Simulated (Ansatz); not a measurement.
**CH₅AsO (SMILES OC[AsH2]): one structure at several levels**

An exercise on one series of results from a longer session: the logs are not shown, and one member is left open.

Program: Ansatz 0.2.0, Gaussian basis. Level of theory: single points in def2-TZVPP. These are calculated values, not measurements.

Correlated methods freeze the cores. Filled d shells of the heavier atoms are correlated.

## The starting structure

8 atoms, charge 0, spin multiplicity 1.

Atoms are counted from 1 here; the program's logs count them from 0.

Bond lengths: O1–C2 1.333 Å, O1–H4 0.981 Å, C2–As3 2.078 Å, C2–H5 1.076 Å, C2–H6 1.034 Å, As3–H7 1.583 Å, As3–H8 1.429 Å. Angles: C2–O1–H4 113.3°, O1–C2–As3 110.3°, O1–C2–H5 112.9°, O1–C2–H6 105.4°, As3–C2–H5 110.2°, As3–C2–H6 106.4°, H5–C2–H6 111.3°, C2–As3–H7 94.2°, C2–As3–H8 91.3°, H7–As3–H8 89.1°.

Geometry (Å):

```xyz
8
CH5AsO
O    -1.3855    0.7148   -0.3618
C    -0.1714    0.6549    0.1864
As    1.0164   -0.7102   -0.8358
H    -1.8753   -0.1338   -0.3122
H    -0.1974    0.4133    1.2342
H     0.2485    1.5858    0.0256
H     0.2917   -1.9772   -0.2243
H     1.9531   -0.7534    0.2421
```

The first run:

File run/in.yaml:

```yaml
crystal:
  periodic: [false, false, false]
  atoms:
    - {symbol: O, position_ang: [-1.385500, 0.714800, -0.361800]}
    - {symbol: C, position_ang: [-0.171400, 0.654900, 0.186400]}
    - {symbol: As, position_ang: [1.016400, -0.710200, -0.835800]}
    - {symbol: H, position_ang: [-1.875300, -0.133800, -0.312200]}
    - {symbol: H, position_ang: [-0.197400, 0.413300, 1.234200]}
    - {symbol: H, position_ang: [0.248500, 1.585800, 0.025600]}
    - {symbol: H, position_ang: [0.291700, -1.977200, -0.224300]}
    - {symbol: H, position_ang: [1.953100, -0.753400, 0.242100]}
basis:
  gaussian: {orbitals: def2-TZVPP}
correlation: {method: ccsd_t}
output: {forces: true}
```

No record of the launch command was kept for these runs.

Steps of the session up to this table: CCSD(T)/def2-TZVPP; PBE0-D4/def2-TZVPP; wB97M-V/def2-TZVPP; r2SCAN-D4/def2-TZVPP; PBE-D4/def2-TZVPP; CAM-B3LYP-D4/def2-TZVPP; wB97X-V/def2-TZVPP.

One table of the session follows, with a row left open; its other results are not shown here.

| method | RMS force component (eV/Å) | angle to CCSD(T) forces (°) | dipole (D) |
| --- | --- | --- | --- |
| CCSD(T) | 1.344 | reference | 1.34 |
| PBE0-D4 | 1.257 | 7.3 | 1.34 |
| wB97M-V | 1.312 | 2.6 | 1.26 |
| r2SCAN-D4 | ? | ? | ? |
| PBE-D4 | 1.287 | 11.7 | 1.26 |
| CAM-B3LYP-D4 | 1.265 | 4.4 | 1.31 |
| wB97X-V | 1.358 | 3.6 | 1.35 |

Estimate the missing values for r2SCAN-D4.

**Answer.** RMS force component (eV/Å): 1.248; angle to CCSD(T) forces (°): 5.5; dipole (D): 1.36. In the column «RMS force component (eV/Å)» it is the lowest.
